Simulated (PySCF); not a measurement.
**From one method to the next for RbH**

Starting from one script, swap the method and compare what comes out for RbH.

Method: method and basis as typed in the scripts; program: PySCF 2.14.0.

3 further runs of the same task are left out: 2 for a known fault of the program, 1 that didn't finish.

## (1) The system as given

RbH: 2 atoms, charge 0, spin multiplicity 1.

Bond lengths: Rb1–H2 2.380 Å.

## (2) The run that the others are compared with

input.py

```python
from pyscf import gto, scf, cc

mol = gto.M(
    atom='Rb 0 0 0; H 0 0 2.38',
    basis='jorge-dzp',
    charge=0,
    spin=0,
    verbose=4,
)
mf = scf.UHF(mol)
mf.kernel()
mycc = cc.CCSD(mf)
mycc.kernel()
mf.dip_moment()
print('orbital energies (hartree):', [e[max(0, n-3):n+3].round(4) for e, n in zip(mf.mo_energy, mol.nelec)])
```

Launch:

```bash
$ python input.py
```

Its log is not repeated here.

In short: E(SCF) = -2938.584850 Eh, 11 cycles, E(CCSD) − E(SCF) = -0.20745 Eh, μ = 9.45 D (of the SCF density).

No relativity is included for the heavy element. The bond length is a typed value, not an optimised one.

## (3) Population analysis

Variant 1 changes step after the SCF: ccsd → analyze.

input.py

```python
from pyscf import gto, scf

mol = gto.M(
    atom='Rb 0 0 0; H 0 0 2.38',
    basis='jorge-dzp',
    charge=0,
    spin=0,
    verbose=4,
)
mf = scf.UHF(mol)
mf.kernel()
mf.analyze()
print('orbital energies (hartree):', [e[max(0, n-3):n+3].round(4) for e, n in zip(mf.mo_energy, mol.nelec)])
```

Launch:

```bash
$ python input.py
```

## (4) Slater, (UKS)

Variant 2 changes functional: none (Hartree–Fock) → slater,; SCF type: UHF → UKS; step after the SCF: ccsd → analyze.

input.py

```python
from pyscf import gto, dft

mol = gto.M(
    atom='Rb 0 0 0; H 0 0 2.38',
    basis='jorge-dzp',
    charge=0,
    spin=0,
    verbose=4,
)
mf = dft.UKS(mol, xc='slater,')
mf.kernel()
mf.analyze()
print('orbital energies (hartree):', [e[max(0, n-3):n+3].round(4) for e, n in zip(mf.mo_energy, mol.nelec)])
```

## (5) CASSCF (ROHF)

Variant 3 changes step after the SCF: ccsd → casscf; SCF type: UHF → ROHF; active space: none → 6 electrons in 6 orbitals.

input.py

```python
from pyscf import gto, scf, mcscf

mol = gto.M(
    atom='Rb 0 0 0; H 0 0 2.38',
    basis='jorge-dzp',
    charge=0,
    spin=0,
    verbose=4,
)
mf = scf.ROHF(mol)
mf.kernel()
mc = mcscf.CASSCF(mf, 6, 6)
mc.kernel()
mc.analyze()
mf.dip_moment()
print('orbital energies (hartree):', mf.mo_energy[..., max(0, mol.nelec[1]-3):mol.nelec[0]+3].round(4))
```

What does the calculation give? Wanted: for each run, E(SCF); from base; gap; SCF dipole; after the SCF.

As calculated:

| run | E(SCF) (hartree) | from base (eV) | cycles | gap (eV) | SCF dipole (D) | after the SCF |
| --- | --- | --- | --- | --- | --- | --- |
| base | -2938.584850 | 0 | 11 | 6.08 | 9.45 | CCSD correlation -5.645 eV |
| population analysis | -2938.584850 | 0.0000 | 11 | 6.08 | 9.45 | n/a |
| slater, (UKS) (poor choice) | -2933.154563 | not comparable | 11 | 1.55 | 6.93 | n/a |
| CASSCF (ROHF) | -2938.584850 | 0.0000 | 8 | n/a | 9.45 | CASSCF correlation -0.626 eV |

A lower total energy from another functional means nothing by itself. Rows marked «poor choice» come from settings spoiled on purpose.
